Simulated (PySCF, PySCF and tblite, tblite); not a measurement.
# CH₇F₃Si₃: conformers and averaged spectra, part 1 of 2

Which conformers does CH₇F₃Si₃ (`FC(F)(F)[SiH2][SiH2][SiH3]`) populate, and what do their averaged NMR parameters look like?

Programs: PySCF 2.14.0 with density-fitted response routines of our own, and tblite 0.8.0. All values are computed, except where a source is named. Atoms count from 0 throughout.

## 1. The molecule as given

14 atoms, charge 0, multiplicity 1; geometry from: MMFF94s geometry.

Bonds of the start (Å): C1–F2 1.36, C1–F3 1.35, C1–Si4 1.80, F0–C1 1.37, Si4–H7 1.50, Si4–H8 1.49, Si4–Si5 2.29, Si5–H10 1.49, Si5–H9 1.49, Si5–Si6 2.29, Si6–H11 1.49, Si6–H12 1.48, Si6–H13 1.48.

## 2. GFN2-xTB relaxation, conformer 1

The job: settings as JSON, then the geometry in Å.

```
{"job": {"xc": "GFN2-xTB", "basis": "xTB", "kind": "relax"}, "charge": 0, "multiplicity": 1}
F     -1.069000    -0.688200     1.957700
C     -1.806100    -0.561800     0.808700
F     -1.676300    -1.744600     0.154900
F     -3.101100    -0.441800     1.181000
Si    -1.257200     0.842300    -0.175200
Si     0.813700     0.324300    -1.014400
Si     2.107300    -0.324400     0.766600
H     -2.155400     1.144500    -1.332200
H     -1.154500     2.114900     0.596100
H      0.720400    -0.761200    -2.025400
H      1.407900     1.515300    -1.687400
H      1.557200    -1.579700     1.360800
H      3.503100    -0.574700     0.351300
H      2.109400     0.734800     1.806300
```

Started as:

```sh
OMP_NUM_THREADS=1 python ens_run.py task.json out
```

The driver reads the study from task.json and runs its stages one after another.

The log of the run:

```text
step      E/eV     max force
  0    -681.90608    4.705
  1    -682.17371    1.415
  2    -682.24977    0.700
  3    -682.30741    0.545
  4    -682.32692    0.407
  5    -682.34339    0.331
  6    -682.35618    0.272
  7    -682.37243    0.325
  8    -682.38815    0.370
  9    -682.40171    0.311
 10    -682.41023    0.215
 11    -682.41474    0.178
 12    -682.41798    0.154
 13    -682.42063    0.137
 14    -682.42240    0.118
 15    -682.42351    0.090
 16    -682.42437    0.089
 17    -682.42523    0.093
 18    -682.42594    0.073
 19    -682.42652    0.057
 20    -682.42701    0.045
 21    -682.42738    0.050
 22    -682.42767    0.049
 23    -682.42798    0.050
 24    -682.42839    0.053
 25    -682.42894    0.061
 26    -682.42950    0.058
 27    -682.42987    0.044
 28    -682.43007    0.040
 29    -682.43029    0.043
 30    -682.43070    0.078
 31    -682.43139    0.106
 32    -682.43225    0.097
 33    -682.43285    0.057
 34    -682.43311    0.030
 35    -682.43311    0.030
 36    -682.43320    0.029
 37    -682.43364    0.029
 38    -682.43373    0.032
 39    -682.43397    0.034
 40    -682.43407    0.026
 41    -682.43417    0.028
 42    -682.43423    0.019
 43    -682.43428    0.018
 44    -682.43433    0.022
 45    -682.43443    0.037
 46    -682.43455    0.041
 47    -682.43466    0.024
 48    -682.43471    0.017
 49    -682.43475    0.017
 50    -682.43479    0.021
 51    -682.43486    0.026
 52    -682.43496    0.026
 53    -682.43507    0.034
 54    -682.43516    0.029
 55    -682.43522    0.019
 56    -682.43528    0.018
 57    -682.43534    0.024
 58    -682.43542    0.039
 59    -682.43552    0.048
 60    -682.43564    0.044
 61    -682.43575    0.028
 62    -682.43582    0.016
 63    -682.43586    0.018
 64    -682.43591    0.027
 65    -682.43597    0.037
 66    -682.43606    0.041
 67    -682.43616    0.033
 68    -682.43625    0.038
 69    -682.43631    0.032
 70    -682.43637    0.020
 71    -682.43642    0.018
 72    -682.43645    0.016
 73    -682.43648    0.020
 74    -682.43651    0.017
 75    -682.43655    0.020
 76    -682.43658    0.017
 77    -682.43660    0.011
 78    -682.43662    0.014
 79    -682.43664    0.020
 80    -682.43666    0.016
 81    -682.43667    0.008
 82    -682.43668    0.009
 83    -682.43669    0.015
 84    -682.43670    0.023
 85    -682.43673    0.026
 86    -682.43675    0.018
 87    -682.43676    0.009
 88    -682.43677    0.009
 89    -682.43679    0.013
 90    -682.43682    0.022
 91    -682.43687    0.030
 92    -682.43695    0.027
 93    -682.43702    0.017
 94    -682.43707    0.018
 95    -682.43710    0.018
 96    -682.43715    0.019
 97    -682.43724    0.034
 98    -682.43742    0.045
 99    -682.43763    0.040
100    -682.43775    0.023
101    -682.43779    0.016
102    -682.43782    0.013
103    -682.43785    0.014
104    -682.43789    0.019
105    -682.43795    0.024
106    -682.43801    0.019
107    -682.43807    0.022
108    -682.43812    0.020
109    -682.43816    0.012
110    -682.43817    0.010
111    -682.43818    0.008
112    -682.43820    0.012
113    -682.43823    0.017
114    -682.43826    0.019
115    -682.43829    0.017
116    -682.43832    0.016
117    -682.43835    0.013
118    -682.43837    0.009
119    -682.43839    0.012
120    -682.43842    0.016
121    -682.43845    0.017
122    -682.43849    0.019
123    -682.43852    0.014
124    -682.43854    0.010
125    -682.43856    0.010
126    -682.43858    0.016
127    -682.43863    0.024
128    -682.43872    0.033
129    -682.43886    0.040
130    -682.43899    0.034
131    -682.43908    0.022
132    -682.43915    0.021
133    -682.43921    0.028
134    -682.43928    0.026
135    -682.43936    0.025
136    -682.43949    0.030
137    -682.43958    0.035
138    -682.43973    0.030
139    -682.43983    0.022
140    -682.43988    0.037
141    -682.43994    0.020
142    -682.44000    0.018
143    -682.44014    0.024
144    -682.44024    0.024
145    -682.44031    0.023
146    -682.44035    0.015
147    -682.44038    0.010
148    -682.44039    0.013
149    -682.44042    0.015
150    -682.44044    0.013
151    -682.44046    0.009
152    -682.44047    0.007
153    -682.44048    0.007
154    -682.44049    0.008
155    -682.44050    0.013
156    -682.44052    0.015
157    -682.44054    0.009
158    -682.44054    0.005
159    -682.44054    0.005
160    -682.44055    0.005
161    -682.44055    0.006
162    -682.44056    0.006
163    -682.44056    0.006
164    -682.44056    0.006
165    -682.44057    0.005
166    -682.44057    0.005
167    -682.44058    0.006
168    -682.44058    0.006
169    -682.44059    0.006
170    -682.44060    0.006
171    -682.44060    0.006
172    -682.44061    0.007
173    -682.44061    0.009
174    -682.44062    0.007
175    -682.44062    0.004
```

It took 1.2 s on 1 thread of Arm Neoverse V1, shared host.

Relaxing gained 0.535 eV and moved the atoms by 0.36 Å on average (rms).

GFN2-xTB relaxation, conformer 2:

The job: settings as JSON, then the geometry in Å.

```
{"job": {"xc": "GFN2-xTB", "basis": "xTB", "kind": "relax"}, "charge": 0, "multiplicity": 1}
F     -2.594000    -0.677700     1.669500
C     -2.495100    -0.433300     0.330100
F     -2.485600    -1.647800    -0.276400
F     -3.624900     0.210200    -0.049700
Si    -1.010700     0.525800    -0.050800
Si     0.774600    -0.716200     0.655900
Si     2.619800     0.554500     0.126600
H     -0.845300     0.803500    -1.516300
H     -0.964600     1.858200     0.618400
H      0.707000    -0.957500     2.132200
H      0.827800    -2.034300    -0.039000
H      3.864700    -0.144000     0.545200
H      2.667900     0.793800    -1.325400
H      2.558000     1.864400     0.820000
```

The log of the run:

```text
step      E/eV     max force
  0    -681.89222    4.012
  1    -682.10035    1.188
  2    -682.16350    0.610
  3    -682.20778    0.392
  4    -682.22395    0.352
  5    -682.23891    0.333
  6    -682.25061    0.275
  7    -682.26669    0.304
  8    -682.28262    0.350
  9    -682.29606    0.294
 10    -682.30333    0.209
 11    -682.30724    0.158
 12    -682.31072    0.167
 13    -682.31407    0.191
 14    -682.31704    0.164
 15    -682.31964    0.126
 16    -682.32192    0.129
 17    -682.32421    0.140
 18    -682.32635    0.130
 19    -682.32828    0.133
 20    -682.33016    0.124
 21    -682.33186    0.146
 22    -682.33332    0.129
 23    -682.33475    0.095
 24    -682.33637    0.094
 25    -682.33829    0.113
 26    -682.34013    0.109
 27    -682.34131    0.070
 28    -682.34203    0.070
 29    -682.34285    0.083
 30    -682.34416    0.146
 31    -682.34601    0.173
 32    -682.34777    0.125
 33    -682.34886    0.067
 34    -682.34940    0.049
 35    -682.34981    0.062
 36    -682.35029    0.064
 37    -682.35071    0.045
 38    -682.35107    0.062
 39    -682.35142    0.068
 40    -682.35179    0.054
 41    -682.35206    0.042
 42    -682.35219    0.025
 43    -682.35219    0.025
 44    -682.35223    0.018
 45    -682.35240    0.032
 46    -682.35248    0.039
 47    -682.35274    0.040
 48    -682.35291    0.031
 49    -682.35305    0.027
 50    -682.35317    0.027
 51    -682.35332    0.039
 52    -682.35353    0.041
 53    -682.35380    0.050
 54    -682.35410    0.059
 55    -682.35447    0.054
 56    -682.35490    0.051
 57    -682.35529    0.042
 58    -682.35552    0.031
 59    -682.35565    0.029
 60    -682.35575    0.025
 61    -682.35590    0.040
 62    -682.35607    0.047
 63    -682.35621    0.036
 64    -682.35630    0.027
 65    -682.35638    0.025
 66    -682.35646    0.027
 67    -682.35654    0.022
 68    -682.35659    0.017
 69    -682.35662    0.018
 70    -682.35665    0.016
 71    -682.35669    0.025
 72    -682.35675    0.026
 73    -682.35680    0.016
 74    -682.35684    0.013
 75    -682.35687    0.015
 76    -682.35691    0.017
 77    -682.35697    0.026
 78    -682.35705    0.029
 79    -682.35711    0.022
 80    -682.35715    0.016
 81    -682.35718    0.016
 82    -682.35721    0.013
 83    -682.35723    0.011
 84    -682.35725    0.013
 85    -682.35727    0.019
 86    -682.35730    0.024
 87    -682.35734    0.021
 88    -682.35737    0.011
 89    -682.35738    0.007
 90    -682.35738    0.004
```

It took 0.65 s on 1 thread of Arm Neoverse V1, shared host.

Relaxing gained 0.465 eV and moved the atoms by 0.24 Å on average (rms).

## 3. Shieldings, conformer 1: CAM-B3LYP/pcSseg-1 in cyclohexane

The job: settings as JSON, then the geometry in Å.

```
{"job": {"xc": "CAM-B3LYP", "basis": "pcSseg-1", "solvent": "cyclohexane", "kind": "nmr", "pop": true}, "charge": 0, "multiplicity": 1}
F     -1.039594    -0.237973     2.040857
C     -1.778254    -0.399887     0.915569
F     -1.536984    -1.669862     0.508812
F     -3.063663    -0.372481     1.306961
Si    -1.312688     0.909406    -0.449833
Si     0.899708     0.419114    -0.958464
Si     2.159911    -0.530927     0.756588
H     -2.394242     0.701039    -1.417256
H     -1.631488     2.157326     0.249974
H      0.876972    -0.434863    -2.159627
H      1.471161     1.683591    -1.455219
H      1.691369    -1.880611     1.064828
H      3.572844    -0.628878     0.376414
H      2.084270     0.284534     1.969189
```

The log of the run:

```text
coarse grid: 13560 points
cycle   1  E = -1209.9911055593  dE =  5.082e-01  |g| = 9.127e-01  |ddm| = 3.199e+00
cycle   2  E = -1209.9301322736  dE =  6.097e-02  |g| = 1.192e+00  |ddm| = 9.980e-01
cycle   3  E = -1210.1387897688  dE = -2.087e-01  |g| = 4.163e-02  |ddm| = 5.256e-01
cycle   4  E = -1210.1392113536  dE = -4.216e-04  |g| = 1.787e-02  |ddm| = 6.956e-02
cycle   5  E = -1210.1392766844  dE = -6.533e-05  |g| = 3.134e-03  |ddm| = 2.092e-02
cycle   6  E = -1210.1392795458  dE = -2.861e-06  |g| = 9.087e-04  |ddm| = 5.092e-03
final grid: 119408 points
cycle   7  E = -1210.1918264187  dE = -1.756e-05  |g| = 4.789e-03  |ddm| = 1.032e-02
cycle   8  E = -1210.1918255484  dE =  8.704e-07  |g| = 5.541e-03  |ddm| = 4.973e-03
cycle   9  E = -1210.1918295287  dE = -3.980e-06  |g| = 3.205e-04  |ddm| = 2.463e-03
cycle  10  E = -1210.1918295461  dE = -1.741e-08  |g| = 1.095e-04  |ddm| = 3.438e-04
cycle  11  E = -1210.1918295485  dE = -2.387e-09  |g| = 2.806e-05  |ddm| = 9.979e-05
cycle  12  E = -1210.1918295486  dE = -1.196e-10  |g| = 9.289e-06  |ddm| = 2.159e-05
converged SCF energy = -1210.1918295486

GIAO shielding tensors (ppm)
atom      isotropic    diamagn.    paramagn.     s11        s22        s33       span
  0 F      244.020     477.945    -233.924    136.242    260.300    335.520    199.278
  1 C       39.213     248.803    -209.590     30.504     35.451     51.683     21.179
  2 F      241.344     478.494    -237.150    136.697    257.774    329.560    192.863
  3 F      241.491     471.569    -230.078    143.272    252.877    328.325    185.053
  4 Si     405.096     879.565    -474.469    370.293    404.643    440.351     70.059
  5 Si     470.851     881.031    -410.180    457.573    468.099    486.880     29.307
  6 Si     452.827     879.775    -426.949    442.035    455.101    461.344     19.310
  7 H       27.557      28.359      -0.802     24.042     25.728     32.901      8.859
  8 H       27.699      28.742      -1.043     24.399     25.841     32.858      8.459
  9 H       28.311      29.704      -1.393     24.753     25.848     34.334      9.582
 10 H       28.461      29.275      -0.814     24.701     25.935     34.748     10.047
 11 H       28.172      29.871      -1.699     24.403     27.247     32.866      8.463
 12 H       28.165      28.562      -0.397     24.546     25.593     34.356      9.810
 13 H       28.234      29.645      -1.411     24.616     26.854     33.231      8.615
```

It took 31 s on 1 thread of Arm Neoverse V1, shared host; peak memory 1 GiB.

Key values: HOMO -9.97 eV, LUMO 0.12 eV; dipole 2.82 D.

## 4. Shieldings, conformer 2: CAM-B3LYP/pcSseg-1 in cyclohexane

The job: settings as JSON, then the geometry in Å.

```
{"job": {"xc": "CAM-B3LYP", "basis": "pcSseg-1", "solvent": "cyclohexane", "kind": "nmr", "pop": false}, "charge": 0, "multiplicity": 1}
F     -2.636643    -0.726780     1.678119
C     -2.567431    -0.473846     0.351723
F     -2.526359    -1.683393    -0.251151
F     -3.753120     0.068943     0.014844
Si    -1.027300     0.626349    -0.106336
Si     0.839285    -0.571613     0.591264
Si     2.850194     0.502899     0.167810
H     -1.247592     0.836489    -1.539226
H     -1.366527     1.880644     0.570002
H      0.685078    -0.860019     2.026884
H      0.798599    -1.894306    -0.054325
H      4.009629    -0.268662     0.613612
H      3.028351     0.760329    -1.262869
H      2.913157     1.802493     0.840060
```

The log of the run:

```text
coarse grid: 13560 points
cycle   1  E = -1209.9915469600  dE =  5.113e-01  |g| = 9.151e-01  |ddm| = 3.204e+00
cycle   2  E = -1209.9314869148  dE =  6.006e-02  |g| = 1.193e+00  |ddm| = 9.897e-01
cycle   3  E = -1210.1400960046  dE = -2.086e-01  |g| = 4.275e-02  |ddm| = 5.217e-01
cycle   4  E = -1210.1405555619  dE = -4.596e-04  |g| = 1.749e-02  |ddm| = 7.126e-02
cycle   5  E = -1210.1406209501  dE = -6.539e-05  |g| = 2.654e-03  |ddm| = 2.026e-02
cycle   6  E = -1210.1406230437  dE = -2.094e-06  |g| = 7.612e-04  |ddm| = 4.742e-03
final grid: 119408 points
cycle   7  E = -1210.1925657300  dE = -1.699e-05  |g| = 4.461e-03  |ddm| = 9.879e-03
cycle   8  E = -1210.1925650829  dE =  6.472e-07  |g| = 5.116e-03  |ddm| = 4.748e-03
cycle   9  E = -1210.1925684805  dE = -3.398e-06  |g| = 2.997e-04  |ddm| = 2.228e-03
cycle  10  E = -1210.1925684970  dE = -1.654e-08  |g| = 1.086e-04  |ddm| = 3.570e-04
cycle  11  E = -1210.1925684996  dE = -2.553e-09  |g| = 1.751e-05  |ddm| = 1.048e-04
cycle  12  E = -1210.1925684996  dE = -7.367e-11  |g| = 6.321e-06  |ddm| = 2.149e-05
converged SCF energy = -1210.1925684996

GIAO shielding tensors (ppm)
atom      isotropic    diamagn.    paramagn.     s11        s22        s33       span
  0 F      242.104     476.016    -233.912    138.695    258.242    329.374    190.679
  1 C       40.401     253.929    -213.528     32.100     37.419     51.683     19.582
  2 F      242.116     476.932    -234.816    138.679    258.275    329.395    190.716
  3 F      240.211     471.540    -231.329    141.822    249.716    329.094    187.272
  4 Si     405.103     880.102    -474.999    365.245    412.908    437.157     71.912
  5 Si     465.315     881.247    -415.933    456.101    464.133    475.711     19.610
  6 Si     458.522     879.226    -420.704    451.652    454.471    469.443     17.791
  7 H       27.733      29.569      -1.836     24.058     26.570     32.571      8.514
  8 H       27.732      29.272      -1.539     24.058     26.567     32.572      8.514
  9 H       28.172      29.933      -1.761     24.111     26.944     33.463      9.353
 10 H       28.172      30.234      -2.062     24.107     26.949     33.460      9.353
 11 H       28.259      28.286      -0.027     24.744     25.766     34.266      9.521
 12 H       28.391      29.113      -0.722     24.904     26.502     33.767      8.863
 13 H       28.392      28.935      -0.543     24.906     26.502     33.768      8.862
```

Wall time 28 s (1 thread of Arm Neoverse V1, shared host); peak memory 0.93 GiB.

This run: HOMO -9.86 eV, LUMO 0.42 eV; dipole 3.24 D.

## 5. Boltzmann average: properties at CAM-B3LYP/pcSseg-1 in cyclohexane

The job: settings as JSON, then the geometry in Å.

```
{"job": {"study": "conf", "smiles": "FC(F)(F)[SiH2][SiH2][SiH3]", "search": {"seed": 5066, "n_embed": 60, "ff_keep": 14, "window": 3.0, "nmax": 10, "temps": [220, 260, 298.15, 340, 380], "t_ref": 298.15, "order": 0.0005}, "level": {"nmr": {"xc": "CAM-B3LYP", "basis": "pcSseg-1", "solvent": "cyclohexane"}}, "kind": "conf"}, "charge": 0, "multiplicity": 1}
F     -2.636643    -0.726780     1.678119
C     -2.567431    -0.473846     0.351723
F     -2.526359    -1.683393    -0.251151
F     -3.753120     0.068943     0.014844
Si    -1.027300     0.626349    -0.106336
Si     0.839285    -0.571613     0.591264
Si     2.850194     0.502899     0.167810
H     -1.247592     0.836489    -1.539226
H     -1.366527     1.880644     0.570002
H      0.685078    -0.860019     2.026884
H      0.798599    -1.894306    -0.054325
H      4.009629    -0.268662     0.613612
H      3.028351     0.760329    -1.262869
H      2.913157     1.802493     0.840060
```

The log of the run:

```text
conformer  sym    E(xTB)   E(DFT)   G(298.15 K)  weight  dipole/D
    1     C1      0.000    0.038    0.362   0.3518    2.817
    2     Cs      1.920    0.000    0.000   0.6482    3.243

mean shielding (ppm) by class
class atoms           220 K      260 K   298.15 K      340 K      380 K
  0 F  0,2,3        241.752    241.757    241.761    241.765    241.769
  1 C  1             39.997     39.989     39.983     39.977     39.972
  2 Si 4            405.101    405.101    405.101    405.101    405.101
  3 Si 5            467.197    467.233    467.262     467.29    467.314
  4 Si 6            456.586    456.549    456.518    456.489    456.465
  5 H  7,8           27.697     27.696     27.696     27.695     27.695
  6 H  9,10          28.245     28.247     28.248     28.249      28.25
  7 H  11,12,13      28.294     28.293     28.292     28.291      28.29
```

Wall time 63 s (1 thread of Arm Neoverse V1, shared host). This counts the runs that the step sums up.

The search (ETKDG and KDG, MMFF94s, GFN2-xTB) embedded 60 structures, kept 2 distinct ones after the force field and 2 after xTB; 2 were carried on (window 3.0 kcal/mol at the search's own energies). Energies: CAM-B3LYP/pcSseg-1 in cyclohexane with D3(BJ).

Conformer by conformer (298 K):

```csv
no.,group,mirror pair,ΔE xTB,ΔE DFT,ΔG,weight (%),μ (D),C1–Si4–Si5–Si6 (°),"A, B, C (GHz)"
1,C1,yes,0.00,0.04,0.36,35.2,2.82,-29,"2.05, 0.91, 0.73"
2,Cs,no,1.92,0.00,0.00,64.8,3.24,180,"3.54, 0.56, 0.54"
```

Energies in kcal/mol. ΔG holds xTB vibrations and rotation, symmetry numbers and mirror pairs.

Weights (%) by temperature:

```csv
no.,220 K,260 K,298 K,340 K,380 K
2,66.0,65.4,64.8,64.3,63.9
1,34.0,34.6,35.2,35.7,36.1
```

How the weights hang on the way they are made:

```csv
scheme,2,1,mean μ (D)
DFT free energy,65,35,3.09
"DFT energy, symmetry counted",35,65,2.96
DFT energy alone,52,48,3.04
"xTB energy, symmetry counted",2,98,2.83
xTB free energy,6,94,2.84
lowest conformer only,100,0,3.24
equal weights,50,50,3.03
conformers found from three starts alone,100,0,3.24
```

Shifts against references run at the same level (29Si TMS 340.8, 1H TMS 31.77, 13C TMS 185.4 ppm of shielding), by class of atoms, at 298 K:

```csv
atoms,environment,no. 2,no. 1,average
C1,CF3 carbon,145.0,146.2,145.5
"H7, H8","hydrogen on a silicon bonded to C, Si",4.04,4.14,4.07
"H9, H10",hydrogen on a silicon bonded to 2 Si,3.60,3.38,3.52
"H11, H12, H13",hydrogen on a silicon bonded to Si,3.42,3.58,3.48
"F0, F2, F3",fluorine of a CF3 group,241.5 (σ),242.3 (σ),241.8 (σ)
Si4,"silicon bonded to C, Si, 2 H",-64.3,-64.3,-64.3
Si6,"silicon bonded to Si, 3 H",-117.7,-112.1,-115.7
Si5,"silicon bonded to 2 Si, 2 H",-124.5,-130.1,-126.5
```

Effective distances for nuclear Overhauser effects, ⟨r⁻⁶⟩^(−1/6) over all pairs of two classes (Å): H9···H11 3.82; H7···H9 3.89.

(Continued in part 2 of 2.)
